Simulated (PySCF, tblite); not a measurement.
# C5H9F3N2Si: geometry, infrared bands and NMR shifts

Wanted: the infrared bands and NMR shifts of C5H9F3N2Si (`CC1=NN([SiH3])C[C@@H]1C(F)(F)F`), by calculation.

Programs: tblite 0.8.0 and PySCF 2.14.0, with density-fitted response routines of our own. Each step states its level of theory. These are calculated values for one molecule in the gas phase, unless marked as measured. Atoms are numbered from 0 throughout.

**1. Starting geometry**

20 atoms, charge 0, multiplicity 1; geometry from: force field or distance geometry start.

Bonds of the start (Å): C0–C1 1.48, C1–N2 1.33, N2–N3 1.39, N3–Si4 1.79, N3–C5 1.45, C5–C6 1.50, C6–C7 1.51, C7–F8 1.38, C7–F9 1.36, C7–F10 1.40, C6–C1 1.49, C0–H11 1.11, C0–H12 1.11, C0–H13 1.11, Si4–H14 1.47, Si4–H15 1.48, Si4–H16 1.48, C5–H17 1.11, C5–H18 1.10, C6–H19 1.09.

**2. Geometry optimisation with GFN2-xTB**

The job: settings as JSON, then the geometry in Å.

```
{"job": {"kind": "relax", "xc": "GFN2-xTB", "basis": "xTB"}, "charge": 0, "multiplicity": 1}
C     -2.343600    -1.143700     0.747200
C     -1.006800    -0.690600     0.299000
N      0.109200    -0.937300     0.981100
N      1.204200    -0.391800     0.320400
Si     2.797400     0.088600     0.975600
C      0.810100    -0.298400    -1.071000
C     -0.631100     0.080300    -0.924700
C     -0.859000     1.552700    -0.679600
F     -0.546500     2.340800    -1.764000
F     -0.211600     1.957500     0.449100
F     -2.231700     1.701200    -0.433400
H     -2.998000    -0.254700     0.835400
H     -2.214600    -1.651200     1.722200
H     -2.746600    -1.891700     0.034600
H      2.831600     0.157800     2.441500
H      3.815600    -0.890500     0.540400
H      3.186600     1.412500     0.446900
H      0.837800    -1.326600    -1.491000
H      1.424900     0.409500    -1.647800
H     -1.233100    -0.213800    -1.785000
```

On the command line:

```bash
$ OMP_NUM_THREADS=1 python probes_run.py task.json out
```

The driver reads the jobs from task.json and runs them one after another.

The log of the run:

```text
step      E/eV     max force
  0   -1008.75503    3.874
  1   -1009.02399    2.444
  2   -1009.15324    0.835
  3   -1009.24117    0.795
  4   -1009.27680    0.405
  5   -1009.29950    0.308
  6   -1009.32000    0.325
  7   -1009.34181    0.407
  8   -1009.36069    0.397
  9   -1009.37618    0.306
 10   -1009.38926    0.283
 11   -1009.40087    0.285
 12   -1009.41119    0.246
 13   -1009.41979    0.211
 14   -1009.42679    0.180
 15   -1009.43266    0.183
 16   -1009.43760    0.138
 17   -1009.44210    0.130
 18   -1009.44690    0.156
 19   -1009.45240    0.211
 20   -1009.45834    0.184
 21   -1009.46435    0.182
 22   -1009.47041    0.171
 23   -1009.47641    0.201
 24   -1009.48157    0.166
 25   -1009.48538    0.131
 26   -1009.48832    0.113
 27   -1009.49091    0.115
 28   -1009.49323    0.101
 29   -1009.49533    0.101
 30   -1009.49749    0.105
 31   -1009.50008    0.139
 32   -1009.50302    0.148
 33   -1009.50587    0.110
 34   -1009.50846    0.114
 35   -1009.51116    0.130
 36   -1009.51423    0.160
 37   -1009.51725    0.167
 38   -1009.51967    0.165
 39   -1009.52158    0.115
 40   -1009.52335    0.127
 41   -1009.52508    0.101
 42   -1009.52659    0.087
 43   -1009.52794    0.095
 44   -1009.52946    0.134
 45   -1009.53153    0.144
 46   -1009.53343    0.097
 47   -1009.53468    0.078
 48   -1009.53589    0.078
 49   -1009.53733    0.109
 50   -1009.53903    0.102
 51   -1009.54062    0.077
 52   -1009.54202    0.086
 53   -1009.54354    0.096
 54   -1009.54554    0.118
 55   -1009.54793    0.098
 56   -1009.55028    0.103
 57   -1009.55251    0.107
 58   -1009.55512    0.115
 59   -1009.55855    0.143
 60   -1009.56233    0.112
 61   -1009.56528    0.107
 62   -1009.56636    0.131
 63   -1009.56774    0.166
 64   -1009.56976    0.091
 65   -1009.57164    0.062
 66   -1009.57422    0.086
 67   -1009.57621    0.109
 68   -1009.57806    0.128
 69   -1009.57976    0.142
 70   -1009.58153    0.131
 71   -1009.58328    0.104
 72   -1009.58483    0.081
 73   -1009.58614    0.066
 74   -1009.58720    0.071
 75   -1009.58800    0.056
 76   -1009.58853    0.058
 77   -1009.58894    0.047
 78   -1009.58934    0.042
 79   -1009.58966    0.041
 80   -1009.58987    0.034
 81   -1009.59003    0.028
 82   -1009.59019    0.031
 83   -1009.59039    0.034
 84   -1009.59058    0.027
 85   -1009.59071    0.024
 86   -1009.59079    0.023
 87   -1009.59087    0.020
 88   -1009.59096    0.019
 89   -1009.59104    0.021
 90   -1009.59109    0.020
 91   -1009.59113    0.017
 92   -1009.59118    0.017
 93   -1009.59127    0.018
 94   -1009.59137    0.022
 95   -1009.59145    0.022
 96   -1009.59152    0.021
 97   -1009.59159    0.018
 98   -1009.59166    0.019
 99   -1009.59173    0.021
100   -1009.59178    0.018
101   -1009.59183    0.018
102   -1009.59187    0.016
103   -1009.59191    0.012
104   -1009.59194    0.011
105   -1009.59196    0.012
106   -1009.59199    0.011
107   -1009.59202    0.013
108   -1009.59206    0.013
109   -1009.59209    0.016
110   -1009.59212    0.013
111   -1009.59214    0.010
112   -1009.59216    0.010
113   -1009.59218    0.014
114   -1009.59221    0.014
115   -1009.59223    0.008
```

The steps of the relaxation: (not every step is listed)

```
step  energy from step 0 (eV)  largest force (eV/Å)
   0                   0.0000                3.8745
   1                  -0.2690                2.4439
   2                  -0.3982                0.8352
   3                  -0.4861                0.7950
   4                  -0.5218                0.4054
   5                  -0.5445                0.3084
   6                  -0.5650                0.3253
   7                  -0.5868                0.4066
   8                  -0.6057                0.3966
  18                  -0.6919                0.1561
  28                  -0.7382                0.1006
  38                  -0.7646                0.1652
  48                  -0.7809                0.0778
  58                  -0.8001                0.1155
  68                  -0.8230                0.1277
  78                  -0.8343                0.0422
  88                  -0.8359                0.0193
  98                  -0.8366                0.0190
 108                  -0.8370                0.0134
 110                  -0.8371                0.0130
 111                  -0.8371                0.0104
 112                  -0.8371                0.0100
 113                  -0.8371                0.0140
 114                  -0.8372                0.0141
 115                  -0.8372                0.0082
```

Distances of close pairs at the start and the end, largest changes first:

```
  bond  before (Å)  after (Å)  change (Å)
 C1–N2       1.331      1.270      -0.061
C7–F10       1.402      1.342      -0.061
N3–Si4       1.788      1.733      -0.055
 N2–N3       1.390      1.342      -0.048
 C1–C6       1.494      1.533      +0.039
 C5–C6       1.497      1.535      +0.038
 C7–F8       1.376      1.347      -0.030
 C7–F9       1.363      1.340      -0.023
```

The end geometry stands in the next job.

**3. Vibrational analysis with GFN2-xTB**

The job: settings as JSON, then the geometry in Å.

```
{"job": {"kind": "ir", "xc": "GFN2-xTB", "basis": "xTB"}, "charge": 0, "multiplicity": 1}
C     -2.194019    -0.887108     0.999792
C     -0.849308    -0.567832     0.466950
N      0.236522    -0.747825     1.101337
N      1.312281    -0.402541     0.377167
Si     2.910063    -0.366298     1.047225
C      0.922336     0.100756    -0.940707
C     -0.610438     0.010610    -0.933025
C     -1.255195     1.374144    -1.099448
F     -0.911439     1.951655    -2.266425
F     -0.905545     2.238453    -0.137316
F     -2.595936     1.316846    -1.095152
H     -2.793064     0.017239     1.102904
H     -2.090216    -1.356420     1.973026
H     -2.720006    -1.560974     0.324088
H      2.778318    -1.064478     2.313615
H      3.772139    -1.046241     0.073668
H      3.361435     1.022506     1.193289
H      1.374346    -0.517947    -1.719303
H      1.270122     1.129830    -1.067132
H     -1.017544    -0.633696    -1.717588
```

The log of the run:

```text
mode    cm-1     km/mol
  1      30.8      0.82
  2      49.1      1.66
  3      53.8      1.42
  4     102.8      1.73
  5     130.0      3.03
  6     140.9      0.07
  7     178.1      2.65
  8     213.2      1.76
  9     275.2      1.03
 10     297.4      0.40
 11     312.6     11.57
 12     396.9      6.71
 13     452.1      4.84
 14     484.5      5.15
 15     500.6     18.08
 16     525.2      5.51
 17     563.0     67.77
 18     586.3     61.12
 19     619.2     25.24
 20     647.6      7.71
 21     730.8    198.63
 22     770.0    315.01
 23     785.0     10.31
 24     817.5    322.78
 25     882.3     17.99
 26     922.5      3.56
 27     973.9     40.56
 28    1015.8     74.49
 29    1021.1     20.30
 30    1051.8    147.92
 31    1055.6    164.05
 32    1076.2     96.21
 33    1113.2      6.62
 34    1148.8     45.18
 35    1168.7    265.62
 36    1181.8     69.36
 37    1197.8    132.67
 38    1270.2     91.27
 39    1277.0     16.55
 40    1333.3    212.02
 41    1399.3     33.62
 42    1458.0      6.72
 43    1465.2      8.84
 44    1477.2      0.38
 45    1696.9     26.87
 46    2213.0    379.96
 47    2235.2    206.91
 48    2364.6    230.89
 49    2937.3     15.58
 50    2949.8     25.27
 51    2966.7     30.03
 52    2999.0     15.47
 53    3014.9     20.61
 54    3069.0      9.61
```

Which atoms move in the most intense modes:

```
cm⁻¹  km/mol                                 atoms
 731   198.6                    H14 59 %, H15 28 %
 770   315.0          H16 39 %, H14 27 %, H15 22 %
 818   322.8                    H15 47 %, H16 43 %
1169   265.6   H19 21 %, N3 21 %, C6 13 %, C7 13 %
1333   212.0  N3 31 %, H18 20 %, H17 14 %, C5 12 %
2213   380.0                    H16 57 %, H15 39 %
2235   206.9                    H15 58 %, H16 40 %
2365   230.9                              H14 97 %
```

**4. NMR shieldings: PBE0/pcSseg-1**

Same as in step 3 but for these lines:

```diff
@@ -1,2 +1,2 @@
-{"job": {"kind": "ir", "xc": "GFN2-xTB", "basis": "xTB"}, "charge": 0, "multiplicity": 1}
+{"job": {"kind": "nmr", "xc": "PBE0", "basis": "pcSseg-1"}, "charge": 0, "multiplicity": 1}
 C     -2.194019    -0.887108     0.999792
```

With the program's defaults for keys left out, this is: GIAO PBE0/pcSseg-1 NMR shielding, non-relativistic, gas phase.

The log of the run:

```text
coarse grid: 18016 points
cycle   1  E = -893.4180433262  dE =  1.772e+00  |g| = 9.013e-01  |ddm| = 4.128e+00
cycle   2  E = -893.2832441293  dE =  1.348e-01  |g| = 1.330e+00  |ddm| = 1.269e+00
cycle   3  E = -893.5575916297  dE = -2.743e-01  |g| = 1.177e-01  |ddm| = 7.892e-01
cycle   4  E = -893.5589038882  dE = -1.312e-03  |g| = 8.858e-02  |ddm| = 1.549e-01
cycle   5  E = -893.5606216363  dE = -1.718e-03  |g| = 2.039e-02  |ddm| = 8.481e-02
cycle   6  E = -893.5607051144  dE = -8.348e-05  |g| = 4.104e-03  |ddm| = 1.775e-02
cycle   7  E = -893.5607085256  dE = -3.411e-06  |g| = 9.455e-04  |ddm| = 4.168e-03
final grid: 173112 points
cycle   8  E = -893.6404483278  dE = -5.723e-05  |g| = 8.593e-03  |ddm| = 3.570e-02
cycle   9  E = -893.6404397478  dE =  8.580e-06  |g| = 1.107e-02  |ddm| = 1.741e-02
cycle  10  E = -893.6404652874  dE = -2.554e-05  |g| = 1.174e-03  |ddm| = 9.586e-03
cycle  11  E = -893.6404655148  dE = -2.273e-07  |g| = 4.503e-04  |ddm| = 1.142e-03
cycle  12  E = -893.6404655515  dE = -3.674e-08  |g| = 2.039e-04  |ddm| = 4.957e-04
cycle  13  E = -893.6404655597  dE = -8.175e-09  |g| = 5.020e-05  |ddm| = 1.861e-04
cycle  14  E = -893.6404655601  dE = -4.766e-10  |g| = 1.340e-05  |ddm| = 4.741e-05
converged SCF energy = -893.6404655601

GIAO shielding tensors (ppm)
atom      isotropic    diamagn.    paramagn.     s11        s22        s33       span
  0 C      169.615     247.060     -77.445    154.335    165.865    188.643     34.308
  1 C       48.337     257.379    -209.042    -41.520     87.335     99.196    140.716
  2 N     -120.601     324.295    -444.896   -407.008    -86.971    132.176    539.183
  3 N      143.450     330.944    -187.494     82.723    100.166    247.461    164.738
  4 Si     402.834     881.427    -478.593    368.682    375.945    463.874     95.192
  5 C      134.765     245.630    -110.864    100.503    130.929    172.865     72.361
  6 C      128.951     255.564    -126.613    104.247    136.194    146.411     42.164
  7 C       51.348     245.550    -194.202     46.072     52.225     55.748      9.676
  8 F      249.454     473.112    -223.658    167.249    238.700    342.412    175.162
  9 F      261.855     477.706    -215.851    181.312    262.934    341.319    160.007
 10 F      252.699     473.119    -220.420    168.937    256.180    332.981    164.044
 11 H       29.443      28.856       0.587     24.509     29.538     34.282      9.774
 12 H       29.282      28.323       0.959     24.704     27.564     35.577     10.873
 13 H       29.926      28.489       1.436     26.104     27.661     36.011      9.907
 14 H       26.580      29.755      -3.175     23.096     25.569     31.075      7.979
 15 H       26.958      29.349      -2.391     23.338     25.331     32.203      8.865
 16 H       26.932      29.505      -2.573     23.046     25.524     32.225      9.179
 17 H       27.909      30.884      -2.976     22.357     27.755     33.614     11.258
 18 H       27.990      31.435      -3.445     22.960     29.115     31.896      8.936
 19 H       28.096      32.047      -3.952     25.354     27.099     31.835      6.481
```

It took 73 s on 1 thread, shared host.

The references, computed at this level on geometries of the same kind, shield at (ppm): 1H TMS 31.72, 13C TMS 186.9, 29Si TMS 349.2, 19F CFCl3 170.9, 15N NH3 267.7. Their shielding less the atom's gives the shift. The references are single molecules in the gas phase, so shifts against H2O, NH3, PH3, H3PO4 or CFCl3 are not on the usual liquid scales and can be off by tens of ppm. Atoms listed in one row are averaged.

```
        atoms                                        environment  σ (ppm)  δ (ppm)  δ scaled to CDCl3
           C1                                         C=N carbon     48.3    138.6              133.3
           C7                                         CF3 carbon     51.3    135.6              130.4
           C6                                   sp3 CH in a ring    129.0     58.0               54.7
           C5                                sp3 CH2 bonded to N    134.8     52.2               49.0
           C0                                      methyl carbon    169.6     17.3               15.0
H14, H15, H16                  hydrogen on a silicon bonded to N    26.82     4.89                  –
          H17                 hydrogen on an sp3 CH2 bonded to N    27.91     3.81               3.70
          H18                 hydrogen on an sp3 CH2 bonded to N    27.99     3.73               3.62
          H19                    hydrogen on an sp3 CH in a ring    28.10     3.62               3.52
H11, H12, H13                        hydrogen on a methyl carbon    29.55     2.17               2.15
           N2                                     imine nitrogen   -120.6    388.3                  –
           N3  nitrogen bonded to C, N, Si, in a 5-membered ring    143.5    124.3                  –
          Si4                           silicon bonded to N, 3 H    402.8    -53.7                  –
  F8, F9, F10                            fluorine of a CF3 group    254.7    -83.7                  –
```

The scaled column applies a straight-line fit of computed shieldings to shifts measured in CDCl3, and one for carbons that bear F (root-mean-square error 0.16 ppm for H, 1.9 ppm for C).

The run also stored atomic charges by several schemes (e):

```
      atoms  Mulliken    IAO  Hirshfeld  ESP fit
         C0     -0.15  -0.44      -0.12    -0.57
         C1      0.03   0.08       0.04     0.51
         N2     -0.17  -0.16      -0.11    -0.56
         N3     -0.62  -0.38      -0.12     0.04
        Si4      0.66   0.76       0.36     0.53
         C5      0.16  -0.18      -0.03    -0.18
         C6     -0.50  -0.20      -0.06    -0.16
         C7      0.86   0.80       0.26     0.54
F8, F9, F10     -0.27  -0.28      -0.09    -0.19
```

Mayer bond orders: C0–C1 1.07, C1–N2 1.80, N2–N3 1.09, N3–Si4 0.88, N3–C5 0.86, C5–C6 0.99, C6–C7 0.97, C7–F8 0.99, C7–F9 1.00, C7–F10 0.99, C6–C1 0.88.

Ring of atoms C1, N2, N3, C5, C6: NICS(0) -3.1, NICS(1) -3.0, NICS(1)zz -3.5 ppm (means of both faces).

**5. Summary of results**

| quantity | value |
| --- | --- |
| strongest single infrared mode (GFN2-xTB) | 2213 cm⁻¹, 380 km/mol |
| zero-point energy (GFN2-xTB) | 85.2 kcal/mol |
| 13C shifts against TMS (PBE0/pcSseg-1) | 138.6, 135.6, 58.0, 52.2, 17.3 ppm |
| 1H shifts against TMS (PBE0/pcSseg-1, means over atoms taken as alike) | 4.89, 3.81, 3.73, 3.62, 2.17 ppm |
| 15N shifts against NH3 (PBE0/pcSseg-1) | 388.3, 124.3 ppm |
| 29Si shifts against TMS (PBE0/pcSseg-1) | -53.7 ppm |
| 19F shifts against CFCl3 (PBE0/pcSseg-1, means over atoms taken as alike) | -83.7 ppm |

In words: The optimisation took 115 steps and gained 0.837 eV; among the close pairs (by a distance rule), C1–N2 changed most, from 1.331 to 1.270 Å. All 54 modes are real, so the xTB geometry is a minimum. The strongest single mode, at 2213 cm⁻¹, moves mainly H16 and H15. Unscaled tight-binding wavenumbers are off by several per cent, some by more. Its intensities can rank the bands wrongly. At PBE0/pcSseg-1: The widest tensor belongs to N2: span 539 ppm, with a paramagnetic part of -445 ppm.
